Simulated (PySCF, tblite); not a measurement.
**C₂H₇O₂Si radical, a small gas-phase stand-in for a defect centre (Si site with back bonds C, O, OC): EPR parameters**

Wanted: the EPR parameters for `CO[Si](C)O`. It is drawn as: dangling bond.

Computed with tblite 0.8.0 and PySCF 2.14.0; each step states its level. No surroundings beyond the atoms listed, unless a continuum is named. Atoms count from 0, parts from 1.

## 1. Starting point

12 atoms, charge 0, multiplicity 2; geometry: distance geometry start.

## 2. Geometry optimisation with GFN2-xTB

Job settings and geometry (Å):

```
{"job": {"kind": "relax", "xc": "GFN2-xTB", "basis": "xTB"}, "charge": 0, "multiplicity": 2}
Si    -0.396765     0.917461     1.309668
C      1.410594     1.269232     1.102683
O     -1.240580     1.857870     2.563582
O     -1.315524     0.603568    -0.166404
C     -0.822446    -0.026735    -1.300862
H      1.529470     2.304577     1.110950
H      1.698093     0.899541     0.168058
H      1.921189     0.837456     1.837032
H     -0.820376     2.545605     3.077316
H     -0.972833    -1.070002    -1.230993
H      0.223424     0.155788    -1.382029
H     -1.304152     0.326466    -2.158567
```

With the program's defaults for keys left out, this is: GFN2-xTB geometry optimisation, gas phase.

Started as:

```sh
$ OMP_NUM_THREADS=1 python cluster_run.py task.json out
```

One launch serves the whole session: the jobs run in the order shown.

The log of the run:

```text
step      E/eV     max force
  0    -481.13069    3.922
  1    -481.69868    2.052
  2    -481.88400    0.849
  3    -481.92592    0.835
  4    -482.00867    1.032
  5    -482.06627    0.878
  6    -482.10620    0.679
  7    -482.14034    0.645
  8    -482.18088    0.737
  9    -482.20781    0.584
 10    -482.22009    0.222
 11    -482.22315    0.212
 12    -482.22733    0.187
 13    -482.23118    0.227
 14    -482.23391    0.180
 15    -482.23546    0.120
 16    -482.23654    0.126
 17    -482.23755    0.104
 18    -482.23884    0.117
 19    -482.24038    0.103
 20    -482.24195    0.133
 21    -482.24322    0.137
 22    -482.24437    0.110
 23    -482.24596    0.134
 24    -482.24830    0.188
 25    -482.25133    0.203
 26    -482.25453    0.191
 27    -482.25731    0.135
 28    -482.25956    0.132
 29    -482.26237    0.143
 30    -482.26566    0.356
 31    -482.27120    0.215
 32    -482.27532    0.214
 33    -482.25520    1.503
 34    -482.28839    0.983
 35    -482.30295    0.175
 36    -482.30586    0.215
 37    -482.31013    0.314
 38    -482.31831    0.348
 39    -482.32625    0.269
 40    -482.33381    0.305
 41    -482.33719    0.208
 42    -482.33958    0.266
 43    -482.34161    0.149
 44    -482.34404    0.102
 45    -482.34560    0.102
 46    -482.34723    0.109
 47    -482.34864    0.120
 48    -482.35105    0.147
 49    -482.35462    0.195
 50    -482.35981    0.220
 51    -482.36614    0.259
 52    -482.37278    0.235
 53    -482.35586    1.351
 54    -482.38078    0.110
 55    -482.38386    0.076
 56    -482.38312    0.812
 57    -482.38937    0.081
 58    -482.39085    0.089
 59    -482.39217    0.377
 60    -482.39359    0.125
 61    -482.39457    0.067
 62    -482.39660    0.076
 63    -482.39781    0.086
 64    -482.39914    0.085
 65    -482.40032    0.115
 66    -482.40121    0.121
 67    -482.40184    0.080
 68    -482.40230    0.055
 69    -482.40246    0.038
 70    -482.40254    0.019
 71    -482.40259    0.015
 72    -482.40263    0.014
 73    -482.40265    0.015
 74    -482.40267    0.013
 75    -482.40270    0.013
 76    -482.40274    0.020
 77    -482.40284    0.030
 78    -482.40302    0.040
 79    -482.40332    0.047
 80    -482.40372    0.058
 81    -482.40420    0.071
 82    -482.40470    0.064
 83    -482.40517    0.050
 84    -482.40558    0.047
 85    -482.40582    0.038
 86    -482.40592    0.018
 87    -482.40595    0.037
 88    -482.40600    0.028
 89    -482.40604    0.016
 90    -482.40606    0.018
 91    -482.40608    0.015
 92    -482.40611    0.018
 93    -482.40617    0.022
 94    -482.40624    0.029
 95    -482.40632    0.034
 96    -482.40640    0.032
 97    -482.40648    0.022
 98    -482.40653    0.015
 99    -482.40657    0.018
100    -482.40661    0.016
101    -482.40666    0.019
102    -482.40671    0.020
103    -482.40675    0.018
104    -482.40678    0.015
105    -482.40680    0.009
106    -482.40681    0.008
107    -482.40681    0.010
108    -482.40682    0.009
109    -482.40683    0.009
110    -482.40683    0.009
111    -482.40684    0.006
```

Wall time 1.3 s (1 thread of Arm Neoverse V2, shared host).

The steps of the relaxation:

| step | energy from step 0 (eV) | largest force (eV/Å) |
| --- | --- | --- |
| 0 | 0.0000 | 3.9218 |
| 4 | -0.8780 | 1.0327 |
| 8 | -1.0502 | 0.7373 |
| 12 | -1.0966 | 0.1874 |
| 16 | -1.1058 | 0.1262 |
| 20 | -1.1113 | 0.1329 |
| 24 | -1.1176 | 0.1880 |
| 28 | -1.1289 | 0.1327 |
| 32 | -1.1446 | 0.2140 |
| 36 | -1.1752 | 0.2149 |
| 40 | -1.2031 | 0.3049 |
| 44 | -1.2133 | 0.1026 |
| 48 | -1.2204 | 0.1475 |
| 52 | -1.2421 | 0.2351 |
| 56 | -1.2524 | 0.8120 |
| 60 | -1.2629 | 0.1248 |
| 64 | -1.2684 | 0.0847 |
| 68 | -1.2716 | 0.0554 |
| 72 | -1.2719 | 0.0136 |
| 76 | -1.2720 | 0.0200 |
| 80 | -1.2730 | 0.0578 |
| 84 | -1.2749 | 0.0464 |
| 88 | -1.2753 | 0.0272 |
| 92 | -1.2754 | 0.0183 |
| 96 | -1.2757 | 0.0324 |
| 100 | -1.2759 | 0.0150 |
| 104 | -1.2761 | 0.0145 |
| 108 | -1.2761 | 0.0090 |
| 111 | -1.2761 | 0.0057 |

Close pairs (by a distance rule), those that changed most:

| bond | before (Å) | after (Å) | change (Å) |
| --- | --- | --- | --- |
| Si0–O2 | 1.780 | 1.624 | -0.156 |
| Si0–O3 | 1.767 | 1.647 | -0.120 |
| C1–H7 | 0.993 | 1.084 | +0.091 |
| Si0–C1 | 1.853 | 1.912 | +0.059 |
| C1–H5 | 1.042 | 1.090 | +0.048 |
| C4–H11 | 1.045 | 1.091 | +0.046 |
| C1–H6 | 1.045 | 1.086 | +0.040 |
| C4–H9 | 1.056 | 1.093 | +0.037 |

## 3. Optimising the geometry at PBE0-D3(BJ)/def2-SVP

Job settings and geometry (Å):

```
{"job": {"xc": "PBE0", "basis": "def2-SVP", "d3": "d3bj", "grid": 2, "kind": "geom", "shake": 0.01}, "charge": 0, "multiplicity": 2}
Si    -0.213308    -0.298046     1.050930
C      1.565608     0.272480     0.737228
O     -1.024052     0.711562     2.073275
O     -1.095489    -0.112537    -0.330552
C     -0.894662    -0.689207    -1.582955
H      1.576463     1.244916     0.226418
H      2.123224    -0.437597     0.125977
H      2.123625     0.394494     1.669403
H     -1.605146     1.383568     1.756948
H     -1.056046    -1.766025    -1.533101
H      0.122033    -0.494721    -1.899790
H     -1.583760    -0.236473    -2.276781
```

The log of the run:

```text
step   0  E = -519.75271323  max force = 0.021009
step   1  E = -519.75720193  max force = 0.004704
step   2  E = -519.75750235  max force = 0.001752
step   3  E = -519.75780321  max force = 0.003111
step   4  E = -519.75821199  max force = 0.005538
step   5  E = -519.75858664  max force = 0.004489
step   6  E = -519.75893175  max force = 0.002540
step   7  E = -519.75902835  max force = 0.001737
step   8  E = -519.75906394  max force = 0.000902
step   9  E = -519.75907418  max force = 0.000372
optimisation converged
```

Run time: 94 s. Hardware: 1 thread of Arm Neoverse V2, shared host; peak memory 0.6 GiB.

Relaxation path:

| step | energy from step 0 (eV) | largest force component (eV/Å) |
| --- | --- | --- |
| 0 | 0.0000 | 1.0803 |
| 1 | -0.1221 | 0.2419 |
| 2 | -0.1303 | 0.0901 |
| 3 | -0.1385 | 0.1600 |
| 4 | -0.1496 | 0.2848 |
| 5 | -0.1598 | 0.2308 |
| 6 | -0.1692 | 0.1306 |
| 7 | -0.1718 | 0.0893 |
| 8 | -0.1728 | 0.0464 |
| 9 | -0.1731 | 0.0191 |

Distances of close pairs at the start and the end, largest changes first:

| bond | before (Å) | after (Å) | change (Å) |
| --- | --- | --- | --- |
| Si0–O3 | 1.650 | 1.674 | +0.024 |
| C4–H10 | 1.083 | 1.106 | +0.024 |
| C4–H11 | 1.078 | 1.101 | +0.023 |
| Si0–C1 | 1.894 | 1.875 | -0.019 |
| O2–H8 | 0.943 | 0.962 | +0.019 |
| C4–H9 | 1.090 | 1.106 | +0.016 |
| Si0–O2 | 1.650 | 1.664 | +0.014 |
| C1–H6 | 1.090 | 1.100 | +0.010 |

The next job starts from the end point, and lists it.

| at the end point | value |
| --- | --- |
| point group (found at 0.08 Å tolerance) | C1 |
| rotational constants (GHz, main isotopes) | 5.963, 2.935, 2.133 |
| dipole moment (D) | 1.29 |
| ⟨S²⟩ | 0.752 |

## 4. g tensor and hyperfine couplings: B3LYP/IGLO-III+pcH-1

Job settings and geometry (Å):

```
{"job": {"kind": "epr"}, "charge": 0, "multiplicity": 2}
Si    -0.272477    -0.109416     0.954296
C      1.567932     0.226633     0.828768
O     -0.878473     1.032659     2.002126
O     -1.038245     0.142266    -0.512882
C     -0.855101    -0.623698    -1.667196
H      1.723102     1.237313     0.415664
H      2.067786    -0.503801     0.175214
H      2.035941     0.178526     1.823122
H     -1.837659     1.096015     2.046108
H     -1.135987    -1.682386    -1.516390
H      0.191089    -0.599403    -2.025797
H     -1.491477    -0.217701    -2.468762
```

Method: UKS B3LYP, IGLO-III on C O Si, pcH-1 on H, non-relativistic, mean-field spin-orbit, GIAO.

The log of the run:

```text
UKS, coarse grid
  cycle   1  E = -520.33357755  |g| = 7.71e-01
  cycle   2  E = -519.81558385  |g| = 1.39e+00
  cycle   3  E = -520.53987140  |g| = 1.20e-01
  cycle   4  E = -520.54462345  |g| = 6.25e-02
  cycle   5  E = -520.54645044  |g| = 1.17e-02
  cycle   6  E = -520.54648931  |g| = 7.15e-03
  cycle   7  E = -520.54650679  |g| = 1.43e-03
  cycle   8  E = -520.54650838  |g| = 3.88e-04
UKS, final grid
  cycle   1  E = -520.54646833  |g| = 4.40e-04
  cycle   2  E = -520.54646826  |g| = 6.47e-04
  cycle   3  E = -520.54646840  |g| = 9.55e-05
  cycle   4  E = -520.54646841  |g| = 1.52e-05
E = -520.54646841 Eh   <S^2> = 0.7515 (exact 0.7500)
g shifts (ppm)      1          2          3
  rmc          -180       -180       -180
  gc             72         51         55
  oz_so       -1322       -284         35
  total       -1429       -413        -90
hyperfine (MHz)  atom isotope    a_iso     a_fc   dipolar eigenvalues
    0  29Si    -698.62    -699.66   -124.70     61.82     62.87
    1   13C     103.04     103.06     -9.70     -9.02     18.71
    2   17O     -18.62     -18.61    -27.90     13.41     14.49
    3   17O     -32.97     -32.93    -30.00     14.53     15.47
    4   13C      -0.69      -0.69     -0.96     -0.48      1.43
    5    1H      34.88      34.88     -5.57     -0.71      6.28
    6    1H      -6.76      -6.76     -6.31     -2.69      9.01
    7    1H      -7.37      -7.37     -6.18     -2.51      8.69
    8    1H      -5.93      -5.95     -8.75     -3.74     12.48
    9    1H       2.13       2.12     -3.10     -2.23      5.33
   10    1H       2.23       2.23     -2.01     -1.66      3.67
   11    1H       0.12       0.12     -1.79     -1.32      3.12
```

Run time: 45 s. Hardware: 1 thread of Arm Neoverse V2, shared host; peak memory 0.93 GiB.

Principal g values 2.00089, 2.00191, 2.00223; g(iso) = 2.00168, against 2.00232 for a free electron.

Hyperfine couplings, nucleus by nucleus at this fixed geometry (no averaging over rotations):

| nuclei | isotope | a(iso) (MHz) | a(iso) (G, at g = 2.0023) | largest dipolar term (MHz) |
| --- | --- | --- | --- | --- |
| Si0 | 29Si | -698.6 | -249.3 | -124.7 |
| C1 | 13C | 103.0 | 36.8 | 18.7 |
| H5 | 1H | 34.9 | 12.4 | 6.3 |
| O3 | 17O | -33.0 | -11.8 | -30.0 |
| O2 | 17O | -18.6 | -6.6 | -27.9 |
| H7 | 1H | -7.4 | -2.6 | 8.7 |
| H6 | 1H | -6.8 | -2.4 | 9.0 |
| H8 | 1H | -5.9 | -2.1 | 12.5 |
| H10 | 1H | 2.2 | 0.8 | 3.7 |
| H9 | 1H | 2.1 | 0.8 | 5.3 |
| C4 | 13C | -0.7 | -0.2 | 1.4 |
| H11 | 1H | 0.1 | 0.0 | 3.1 |

Mulliken spin populations:

| atom | value (e) |
| --- | --- |
| Si0 | 0.81 |
| C1 | 0.06 |
| O2 | 0.04 |
| O3 | 0.05 |
| C4 | 0.00 |
| H5 | 0.03 |
| H6 | 0.00 |
| H7 | 0.00 |
| H8 | 0.00 |
| H9 | 0.01 |
| H10 | 0.00 |
| H11 | 0.00 |

In first order the couplings over 0.8 MHz of 1H give 64 distinct lines over 21.2 G.

## 5. g tensor and hyperfine couplings: BHandHLYP/IGLO-III+pcH-1

Settings changed since step 4:

```diff
@@ -1,2 +1,2 @@
-{"job": {"kind": "epr"}, "charge": 0, "multiplicity": 2}
+{"job": {"kind": "epr", "xc": "BHandHLYP"}, "charge": 0, "multiplicity": 2}
 Si    -0.272477    -0.109416     0.954296
```

Method: UKS BHandHLYP, IGLO-III on C O Si, pcH-1 on H, non-relativistic, mean-field spin-orbit, GIAO.

The log of the run:

```text
UKS, coarse grid
  cycle   1  E = -520.24248067  |g| = 6.30e-01
  cycle   2  E = -520.17591934  |g| = 7.84e-01
  cycle   3  E = -520.38847545  |g| = 4.81e-02
  cycle   4  E = -520.38954542  |g| = 2.40e-02
  cycle   5  E = -520.38985728  |g| = 5.92e-03
  cycle   6  E = -520.38988417  |g| = 2.82e-03
  cycle   7  E = -520.38988923  |g| = 1.23e-03
  cycle   8  E = -520.38989020  |g| = 2.74e-04
UKS, final grid
  cycle   1  E = -520.38986223  |g| = 1.95e-04
  cycle   2  E = -520.38986226  |g| = 2.01e-04
  cycle   3  E = -520.38986227  |g| = 5.40e-05
  cycle   4  E = -520.38986228  |g| = 1.47e-05
E = -520.38986228 Eh   <S^2> = 0.7526 (exact 0.7500)
g shifts (ppm)      1          2          3
  rmc          -182       -182       -182
  gc             72         60         43
  oz_so       -1417       -297         33
  total       -1527       -419       -107
hyperfine (MHz)  atom isotope    a_iso     a_fc   dipolar eigenvalues
    0  29Si    -735.42    -736.45   -131.98     64.83     67.15
    1   13C     102.69     102.70     -9.71     -8.78     18.49
    2   17O     -22.71     -22.70    -27.19     13.04     14.15
    3   17O     -37.33     -37.30    -28.88     13.95     14.92
    4   13C      -1.09      -1.09     -0.90     -0.48      1.37
    5    1H      34.84      34.83     -5.53     -0.58      6.11
    6    1H      -7.83      -7.83     -6.35     -2.75      9.10
    7    1H      -8.48      -8.48     -6.22     -2.55      8.77
    8    1H      -7.21      -7.23     -8.77     -3.85     12.61
    9    1H       0.52       0.52     -3.11     -2.31      5.41
   10    1H       1.75       1.74     -2.01     -1.70      3.71
   11    1H      -0.26      -0.26     -1.75     -1.33      3.08
```

It took 49 s on 1 thread of Arm Neoverse V2, shared host; peak memory 0.94 GiB.

In short: g(iso) 2.00164.

## 6. Side by side: EPR parameters

g, ⟨S²⟩ and isotropic hyperfine couplings (MHz), with basis size and wall time:

| run | g(iso) | ⟨S²⟩ | 29Si Si0 | 13C C1 | 1H H5 | 17O O3 | 17O O2 | functions | time |
| --- | --- | --- | --- | --- | --- | --- | --- | --- | --- |
| B3LYP/IGLO-III+pcH-1 | 2.00168 | 0.752 | -698.6 | 103.0 | 34.9 | -33.0 | -18.6 | 254 | 45 s |
| BHandHLYP/IGLO-III+pcH-1 | 2.00164 | 0.753 | -735.4 | 102.7 | 34.8 | -37.3 | -22.7 | 254 | 49 s |

## 7. Summary of results

```
                            quantity                    value
                         point group                       C1
rotational constants (main isotopes)     5.96, 2.94, 2.13 GHz
                      g(iso) (B3LYP)                  2.00168
                                ⟨S²⟩       0.752 (exact 0.75)
                      largest a(iso)  29Si on Si0, -698.6 MHz
```

The start of the PBE0/def2-SVP relaxation was shaken at random by about 0.01 Å, so part of the energy gained, and of the first lengths quoted, undoes that. Relaxing lowered the energy by 0.173 eV in 9 steps; the close pair that moved most is Si0–O3, from 1.650 to 1.674 Å (PBE0/def2-SVP). No frequency check was run at this level, so the end point may be a saddle. Most of the unpaired spin sits on Si0 (0.81 e). The isotropic g lies 0.6 ppt below the free-electron value. The coupling of 29Si on Si0 runs from -735.4 (BHandHLYP/IGLO-III+pcH-1) to -698.6 MHz (B3LYP/IGLO-III+pcH-1). A capped cluster stands for the solid here, so long-range fields and strain are missing, and bands or shifts of the capping hydrogens have no counterpart in it.
